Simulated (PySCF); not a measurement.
# H8NP3Sn: the cost of one run

Programs: PySCF 2.14.0, with routines of our own; each step states its level. All values are computed. Atoms count from 0.

### Step 1. The system as given

13 atoms, charge 0, multiplicity 1; geometry from: GFN2-xTB.

### Step 2. Optimising the geometry at PBE0-D3(BJ)/def2-SVP

What the job is given:

```
{"job": {"xc": "PBE0", "basis": "def2-SVP", "d3": "d3bj", "grid": 1, "maxiter": 30, "shake": 0.01, "kind": "geom"}, "charge": 0, "multiplicity": 1}
N     -0.128520    -0.994030     1.876340
Sn    -0.159280    -0.189440    -0.036620
P     -2.342180    -0.880870    -1.241720
P      1.956370    -1.351020    -0.958940
P      0.013380     2.308770     0.519120
H     -0.243980    -1.970490     1.908580
H     -0.856060    -0.604320     2.485340
H     -1.979420    -0.253780    -2.429640
H     -3.008200     0.244070    -0.769330
H      2.255780    -0.309270    -1.793420
H      2.707510    -0.856520     0.071090
H      1.285440     2.180150     1.083590
H      0.504960     2.659860    -0.724710
```

Started as:

```sh
> OMP_NUM_THREADS=1 python heavy_run.py task.json out
```

One launch serves the whole session: the jobs run in the order shown.

**Question.** How long does this first job take on 1 thread of Intel Xeon Platinum 8488C, shared host, and how much memory does it need?

About 2.2 min, with a peak of 0.55 GiB.
